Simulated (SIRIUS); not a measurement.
**ZnO4: single point with PBE**

Crystal: ZnO4.

```
Zn O
1.0
     3.06020    0.00000    0.00000
    -1.53010    2.65021    0.00000
     0.00000    0.00000    7.93911
Zn O
1 4
Direct
  0.00000 0.00000 0.00000
  0.33333 0.66667 0.12117
  0.33333 0.66667 0.59234
  0.66667 0.33333 0.40766
  0.66667 0.33333 0.87883
```

The cell was built by a generator and needn't be a form met in nature.

| Quantity | Value |
| --- | --- |
| Program | SIRIUS 7.10.0 |
| Task | single point |
| Functional | PBE |
| Potentials or basis | SG15 1.2 PBE (norm-conserving) |
| Cutoff | 1152 eV |
| Density cutoff | 4606 eV |
| k mesh | 5 × 5 × 2 |
| Occupations | fermi-dirac, width 0.05 eV |
| Spin | no spin polarisation |
| Libxc names | ["XC_GGA_X_PBE", "XC_GGA_C_PBE"] |
| Energy tol | 1e-08 Ha |
| Density tol | 1e-06 |
| Mixer | anderson |
| Mixing beta | 0.7 |
| Max scf | 100 |
| Radial cutoff for the potentials' integrals | 6.5 bohr |

* Pressure: -10.0 GPa
* Largest force: 2.169 eV/Å
* Band gap on the k mesh: none (metal or under the smearing width)

Forces on the atoms (eV/Å):
```
Zn   0.000  0.000  0.000
O    0.000  0.000  0.409
O    0.000  0.000 -2.169
O    0.000  0.000  2.169
O    0.000  0.000 -0.409
```

Stress tensor (GPa, compression positive):
```
 -7.80   0.00   0.00
  0.00  -7.80   0.00
  0.00   0.00 -14.41
```

It took 9.7 min on 1 thread of Arm Neoverse V1, on a shared host, peak memory 0.45 GiB.

Caveat: the k mesh is coarse (spacing up to 0.47 Å⁻¹), so the values aren't converged; forces of over 1 eV/Å show positions far from the minimum, so gaps and moduli don't describe the material at rest.
